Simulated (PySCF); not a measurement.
# MgSe−: bond curves at several levels of theory

The task here is to estimate one member of a computed series from the others.

The runs use PySCF 2.14.0; Mg aug-cc-pVDZ, Se aug-cc-pVDZ-PP with ECP10, scalar-relativistic core potentials.

1 further run of the same task is left out (set aside as unsound or not needed).

The first run:

The job is set up so:

```json
{
  "atoms": "Mg, Se",
  "charge": "-1",
  "basis": "Mg aug-cc-pVDZ, Se aug-cc-pVDZ-PP with ECP10",
  "Hamiltonian": "scalar-relativistic core potentials",
  "basis functions": "59",
  "electrons treated": "37",
  "masses in u": "23.9850, 79.9165",
  "levels": "PBE0, PBE, r²SCAN, M06-2X, M06, r²SCANh, LC-ωPBE, HF, MP2, SCS-MP2",
  "grid": "80 radial by 434 angular points",
  "occupations": "held fixed by the projection of orbital angular momentum",
  "dissociation limit": "Mg + Se−, each in its ground configuration",
  "starting distance in angstrom": "2.570",
  "values of 2S to try": "1, 3"
}
```

Launch:

```sh
> OMP_NUM_THREADS=1 python dia.py task.json out
```

Steps of the session up to this table: Input; PBE0 along the bond; Excited determinants; PBE (GGA); r²SCAN; M06-2X; M06; r²SCANh (hybrid meta-GGA); LC-ωPBE (range-separated hybrid); UHF (mean field).

One of the session's tables, all rows but one given; the rest of the session is left out.

| level | Re (Å) | ωe (cm⁻¹) | De (eV) |
| --- | --- | --- | --- |
| UHF | ? | ? | ? |
| UHF-MP2 | 2.362 | 394 | 2.07 |
| UHF-SCS-MP2 | 2.366 | 389 | 1.86 |
| PBE | 2.379 | 361 | 2.06 |
| r²SCAN | 2.353 | 381 | 2.23 |
| r²SCANh | 2.349 | 384 | 2.18 |
| PBE0 | 2.355 | 378 | 2.00 |
| M06 | 2.361 | 357 | 1.75 |
| M06-2X | 2.353 | 387 | 1.77 |
| LC-ωPBE | 2.327 | 402 | 1.93 |

Estimate the missing values for UHF.

**Answer.** Re (Å): 2.344; ωe (cm⁻¹): 399; De (eV): 1.36. In the column «Re (Å)» it lies between LC-ωPBE (2.327) and r²SCANh (2.349).

De is counted to Mg + Se− in their ground configurations.
